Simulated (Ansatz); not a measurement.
# AlSnH₅ (SMILES [AlH2][SnH3]): one structure at several levels

The task here is to estimate one member of a computed series from the others.

Computed with Ansatz 0.2.0, Gaussian basis. Level: single points in def2-TZVPP.

Correlated methods freeze the cores. Filled d shells of the heavier atoms are correlated. Core potentials replace the inner electrons past krypton, and spin-orbit coupling is left out.

### The starting structure

SMILES `[AlH2][SnH3]`, 7 atoms, charge 0, spin multiplicity 1.

Atoms are counted from 1 here; the program's logs count them from 0.

Bond lengths: Al1–Sn2 2.607 Å, Al1–H3 1.626 Å, Al1–H4 1.507 Å, Sn2–H5 1.569 Å, Sn2–H6 1.869 Å, Sn2–H7 1.625 Å. Angles: Sn2–Al1–H3 126.0°, Sn2–Al1–H4 116.9°, H3–Al1–H4 117.1°, Al1–Sn2–H5 105.7°, Al1–Sn2–H6 118.0°, Al1–Sn2–H7 130.6°, H5–Sn2–H6 105.2°, H5–Sn2–H7 95.4°, H6–Sn2–H7 97.7°.

Geometry (Å):

```
Al   -0.4291   -1.5246    0.1482
Sn    0.4378    0.9291   -0.0051
H    -0.1815   -2.5498    1.3856
H    -1.2464   -2.0337   -1.0108
H    -0.0138    1.4523   -1.4139
H    -0.2304    2.1751    1.2177
H     1.9514    1.5115   -0.1043
```

Set-up of the first run:

The input, run/in.yaml:

```yaml
crystal:
  periodic: [false, false, false]
  atoms:
    - {symbol: Al, position_ang: [-0.429100, -1.524600, 0.148200]}
    - {symbol: Sn, position_ang: [0.437800, 0.929100, -0.005100]}
    - {symbol: H, position_ang: [-0.181500, -2.549800, 1.385600]}
    - {symbol: H, position_ang: [-1.246400, -2.033700, -1.010800]}
    - {symbol: H, position_ang: [-0.013800, 1.452300, -1.413900]}
    - {symbol: H, position_ang: [-0.230400, 2.175100, 1.217700]}
    - {symbol: H, position_ang: [1.951400, 1.511500, -0.104300]}
basis:
  gaussian: {orbitals: def2-TZVPP}
correlation: {method: ccsd_t}
output: {forces: true}
```

The command line of these runs was not kept.

Among the steps run: CCSD(T)/def2-TZVPP; PBE0-D4/def2-TZVPP; wB97M-V/def2-TZVPP; r2SCAN-D4/def2-TZVPP; PBE-D4/def2-TZVPP; BHLYP-D4/def2-TZVPP; r2SCANh-D4/def2-TZVPP.

One table of the session follows, with a row left open; its other results are not shown here.

| method | RMS force component (eV/Å) | angle to CCSD(T) forces (°) | dipole (D) |
| --- | --- | --- | --- |
| CCSD(T) | 1.105 | reference | 1.20 |
| PBE0-D4 | 1.131 | 3.0 | 1.18 |
| wB97M-V | ? | ? | ? |
| r2SCAN-D4 | 1.113 | 3.6 | 1.15 |
| PBE-D4 | 1.139 | 7.7 | 1.10 |
| BHLYP-D4 | 1.135 | 3.7 | 1.34 |
| r2SCANh-D4 | 1.113 | 2.4 | 1.18 |

**Question.** Estimate the row for wB97M-V.

**Answer.** RMS force component (eV/Å): 1.115; angle to CCSD(T) forces (°): 2.2; dipole (D): 1.32. In the column «RMS force component (eV/Å)» it lies between r2SCANh-D4 (1.113) and PBE0-D4 (1.131).
